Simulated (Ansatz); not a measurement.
# Rh: pressure up to the limit of the methods

Aim: compress Rh (fcc type) step by step, far beyond the usual range, and follow pressure and electronic structure. Methods of the runs shown: PAW. Its runs: cell relaxed at zero pressure (PAW); volume scaled by 1 (PAW); volume scaled by 0.94 (PAW); volume scaled by 0.88 (PAW and PAW (core large)); volume scaled by 0.8 (PAW); volume scaled by 0.72 (PAW); volume scaled by 0.64 (PAW); volume scaled by 0.55 (PAW); volume scaled by 0.45 (PAW and PAW (cutoff 300 eV)).

Method: DFT r²SCAN, with the methods named in each step, in Ansatz 0.2.0.

1 further run of the same task is left out (it didn't finish).

## Step 1: The system as given

It takes space group Fm-3m (No. 225, cubic). The conventional cell has a = 3.803 Å, b = 3.803 Å, c = 3.803 Å, α = 90.00°, β = 90.00°, γ = 90.00°. Around Rh (site symmetry m-3m) lie 12 Rh at 2.69 Å.

Coordinates:

```
Rh
1.0
     0.00000    1.90148    1.90148
     1.90148    0.00000    1.90148
     1.90148    1.90148    0.00000
Rh
1
Direct
  0.00000 0.00000 0.00000
```

Whether this phase is the stable one at these pressures isn't tested.

## Step 2: Cell relaxed at zero pressure, PAW

Contents of input.yaml:

```yaml
crystal:
  lattice:
    - [0.0, 1.9014762304, 1.9014762304]
    - [1.9014762304, 0.0, 1.9014762304]
    - [1.9014762304, 1.9014762304, 0.0]
  atoms:
    - { symbol: Rh, position: [0.0, 0.0, 0.0] }
kpoints:
  mp_grid: { grid: [17, 17, 17] }
scf:
  occupations: { method: fermi_dirac, width: 0.1 }
hamiltonian:
  xc: r2scan
  pseudopotentials: { kind: paw }
output:
  forces: true
  stress: true
relax:
  f_tol: 0.005
  max_steps: 40
  cell: {}
```

Launch:

```console
$ ansatz run input.yaml --threads 1 --pin off --max-ram 2048MiB --backend cpu --events-out ev --progress --plain --runs-dir out
```

Further steps of the session: Volume scaled by 1, PAW; Volume scaled by 0.94, PAW; Volume scaled by 0.88, PAW; Volume scaled by 0.88, PAW (core large); Volume scaled by 0.8, PAW; Volume scaled by 0.72, PAW; Volume scaled by 0.64, PAW; Volume scaled by 0.55, PAW; Volume scaled by 0.45, PAW; Volume scaled by 0.45, PAW (cutoff 300 eV).

Before running it: what results should come out? Wanted: PAW pressure at 0.45 of the volume; fitted bulk modulus at zero pressure.

The runs gave:

| quantity | value |
| --- | --- |
| PAW pressure at 0.45 of the volume | 1493.4 GPa |
| PAW (cutoff 300 eV) pressure at 0.45 of the volume | 1493.5 GPa |
| fitted bulk modulus at zero pressure (PAW) | 303 GPa |
| its pressure derivative | 4.49 |

By PAW the pressure climbs to 1493 GPa at 0.45 of the first volume. A third-order Birch-Murnaghan curve fits the range only roughly (B₀ = 303 GPa, B′ = 4.49, misfit at most 21.23 GPa). A fit over so wide a range leans to the high pressures, so B₀ can be off by several per cent. No all-electron run checks these rows here, and frozen cores can fail under such compression. The ions are at rest, and the electrons smeared by 0.1 eV.
